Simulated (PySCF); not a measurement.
# C3H6F3PSi: electronic excitations

Aim: predict the electronic excitations of C3H6F3PSi (`CP([SiH3])C(F)=C(F)F`).

Programs: PySCF 2.14.0, with density-fitted response routines of our own. Each step states its level of theory. These are calculated values for one molecule in the gas phase, unless marked as measured. Atoms are numbered from 0 throughout.

## 1. Starting geometry

14 atoms, charge 0, multiplicity 1; geometry from: GFN2-xTB.

Bonds of the start (Å): C0–P1 1.85, P1–Si2 2.26, P1–C3 1.82, C3–F4 1.35, C3–C5 1.33, C5–F6 1.33, C5–F7 1.33, C0–H8 1.09, C0–H9 1.09, C0–H10 1.09, Si2–H11 1.46, Si2–H12 1.47, Si2–H13 1.46.

## 2. Ultraviolet spectrum: B3LYP/def2-SVPD

Job settings and geometry (Å):

```
{"job": {"kind": "uv", "xc": "B3LYP", "basis": "def2-SVPD", "nstates": 8, "ntriplets": 3}, "charge": 0, "multiplicity": 1}
C      0.172505     1.905637     0.453189
P     -0.053136     0.565132    -0.801700
Si     1.836843    -0.609488    -0.422405
C     -1.153685    -0.513321     0.174514
F     -1.070824    -0.486637     1.522489
C     -2.034147    -1.327630    -0.395679
F     -2.172888    -1.402529    -1.713918
F     -2.854300    -2.173258     0.213745
H     -0.744110     2.490399     0.519239
H      0.974465     2.553941     0.105370
H      0.422588     1.507924     1.434234
H      1.722666    -1.823944    -1.226145
H      2.029698    -0.945125     0.991120
H      2.923646     0.258427    -0.876220
```

With the program's defaults for keys left out, this is: TDDFT B3LYP/def2-SVPD, vertical, gas phase, core orbitals frozen in the response.

On the command line:

```console
> OMP_NUM_THREADS=1 python probes_run.py task.json out
```

The driver reads the jobs from task.json and runs them one after another.

Output:

```text
coarse grid: 13488 points
cycle   1  E = -1047.5810305709  dE =  9.062e-01  |g| = 7.247e-01  |ddm| = 4.990e+00
cycle   2  E = -1047.4213297215  dE =  1.597e-01  |g| = 1.193e+00  |ddm| = 1.846e+00
cycle   3  E = -1047.6769809572  dE = -2.557e-01  |g| = 9.976e-02  |ddm| = 1.194e+00
cycle   4  E = -1047.6784577602  dE = -1.477e-03  |g| = 5.916e-02  |ddm| = 2.186e-01
cycle   5  E = -1047.6791170724  dE = -6.593e-04  |g| = 1.383e-02  |ddm| = 7.048e-02
cycle   6  E = -1047.6791524130  dE = -3.534e-05  |g| = 5.372e-03  |ddm| = 2.733e-02
cycle   7  E = -1047.6791593574  dE = -6.944e-06  |g| = 1.206e-03  |ddm| = 9.135e-03
final grid: 124520 points
cycle   8  E = -1047.8091636339  dE = -2.949e-05  |g| = 6.515e-03  |ddm| = 8.528e-02
cycle   9  E = -1047.8091493456  dE =  1.429e-05  |g| = 1.072e-02  |ddm| = 1.749e-02
cycle  10  E = -1047.8091718616  dE = -2.252e-05  |g| = 8.607e-04  |ddm| = 1.140e-02
cycle  11  E = -1047.8091720399  dE = -1.783e-07  |g| = 2.381e-04  |ddm| = 1.505e-03
cycle  12  E = -1047.8091720522  dE = -1.230e-08  |g| = 7.739e-05  |ddm| = 3.673e-04
cycle  13  E = -1047.8091720534  dE = -1.241e-09  |g| = 2.707e-05  |ddm| = 1.328e-04
cycle  14  E = -1047.8091720536  dE = -1.842e-10  |g| = 5.121e-06  |ddm| = 5.373e-05
converged SCF energy = -1047.8091720536

Static polarisability (au): isotropic 95.668, principal 80.481 93.027 113.496

Singlet excitations
state   eV       nm        f      main configurations
  1   5.3723    230.8   0.05946   H->L 0.84
  2   5.7082    217.2   0.01635   H->L+1 0.90
  3   5.8594    211.6   0.07881   H->L+2 0.82
  4   6.2672    197.8   0.02552   H->L+3 0.63, H-1->L 0.14
  5   6.3444    195.4   0.03697   H->L+4 0.75
  6   6.4958    190.9   0.08763   H-1->L 0.35, H->L+5 0.27, H->L+3 0.16
  7   6.6176    187.4   0.07652   H->L+5 0.54, H-1->L+1 0.28
  8   6.8570    180.8   0.05083   H-1->L+2 0.84

Triplet excitations (Tamm-Dancoff, eV): 4.1541 5.0215 5.1824
```

Run time: 76 s. Hardware: 1 thread of Arm Neoverse N1, shared host; peak memory 0.91 GiB.

The orbitals next to the gap, with their largest atomic shares:

```
orbital     eV                         atoms
 HOMO−3  -9.84  Si2 28 %, H13 21 %, H11 13 %
 HOMO−2  -9.15    P1 25 %, Si2 22 %, C0 11 %
 HOMO−1  -7.77     P1 28 %, C3 21 %, C5 14 %
   HOMO  -6.79     P1 37 %, C3 14 %, C5 12 %
   LUMO  -0.65     C5 20 %, C3 16 %, P1 15 %
 LUMO+1  -0.20    C5 18 %, Si2 17 %, C3 14 %
 LUMO+2  -0.06     P1 27 %, Si2 24 %, C0 8 %
```

With each of the 8 states as a Gaussian band of 0.4 eV half-width at 1/e, the curve within the window shown has maxima at 190 nm (ε 9,600) L/(mol cm). Beyond the last state computed it falls off for lack of states. The curve at chosen wavelengths:

```csv
nm,ε (L/mol/cm)
173,1938
176,3408
180,5845
183,7627
187,9251
190,9614
194,9031
197,8137
201,6920
204,6236
207,5785
211,5419
214,5204
218,4888
221,4608
225,4177
228,3811
231,3409
235,2826
238,2373
242,1788
245,1390
249,943
252,678
256,417
259,280
```

Leading natural transition orbitals of singlet state 6: the hole lies on P1 25 %; C3, C5 about 19 % each; Si2 11 %; the particle on H13 22 %; H11 17 %; Si2 14 %.

Leading natural transition orbitals of singlet state 1: the hole lies on P1 56 %; Si2 10 %; C3, C5 about 6 % each; the particle on C3, C5 about 17 % each; P1 16 %; H8, H13 about 7 % each.

Ground-state properties from the same run:

```
           property  computed
  dipole moment (D)      1.89
polarisability (Å³)     14.18
 HOMO–LUMO gap (eV)      6.14
      −ε(HOMO) (eV)      6.79
```

The fields below are evaluated on a grid from the run's orbitals.

Frontier orbitals at B3LYP/def2-SVPD, with the share of their density that lies nearest to each atom:

```
orbital  energy (eV)                                    lies on
   HOMO        -6.79  P1 41 %; C3, C5 about 13 % each; Si2 10 %
   LUMO        -0.65                  C5 22 %; C3 16 %; P1 13 %
```

ELF in a plane through or near 6 of the atoms.

Ten even steps from '0' (0.00) to '9' (1.00):
```
0000000000000000000000000000
0000000000000000000000000000
0000000000000000000000000000
0000000000277300000000000000
0000000001799930000000000000
0000000111799930000000000000
0000004898699600023200000000
0000007999526411466510000000
0000004999789557788730110000
0000000011162129665232220000
0000000000276247554341110000
0000016886479851123320000000
0000069999321520000000000000
0000069999513883000000000000
0000028999589999400000000000
0000003653289999700000000000
0000000000069999200000000000
0000000000014641000000000000
0000000000000000000000000000
0000000000000000000000000000
```
The map spans 12.3 Å across and 10.7 Å up, centred on the molecule. Atoms in the plane (x, y in Å): C0 (-1.3, 1.5), C5 (2.5, 0.0), H8 (-0.9, 2.5), H9 (-2.3, 1.4), H11 (-0.2, -2.8), H13 (-2.4, -1.8).

On the surface of density 0.002 e/bohr³ the electrostatic potential runs, from the 1st to the 99th percentile, from -0.63 V near P1 to 1.10 V near H13.

## 3. Results

| quantity | value |
| --- | --- |
| lowest singlet (B3LYP/def2-SVPD) | 5.37 eV (231 nm), f = 0.059 |
| brightest single state of those computed | state 6, 6.50 eV, f = 0.088 |
| lowest triplet | 4.15 eV |
| surface potential, 1st and 99th percentile | -0.63 V and 1.10 V |

The first singlet state (HOMO→LUMO 0.84) lies at 5.37 eV and is bright; of the 8 states computed, the strongest absorption comes from state 6 at 6.50 eV (the last state computed is bright too, and its partners may lie past the list). The lowest triplet lies 1.22 eV below the lowest singlet (triplets in Tamm-Dancoff, singlets in full TDDFT). By nearest atom (B3LYP/def2-SVPD), the HOMO sits on P1 41 %; C3, C5 about 13 % each and the LUMO on C5 22 %; C3 16 %.
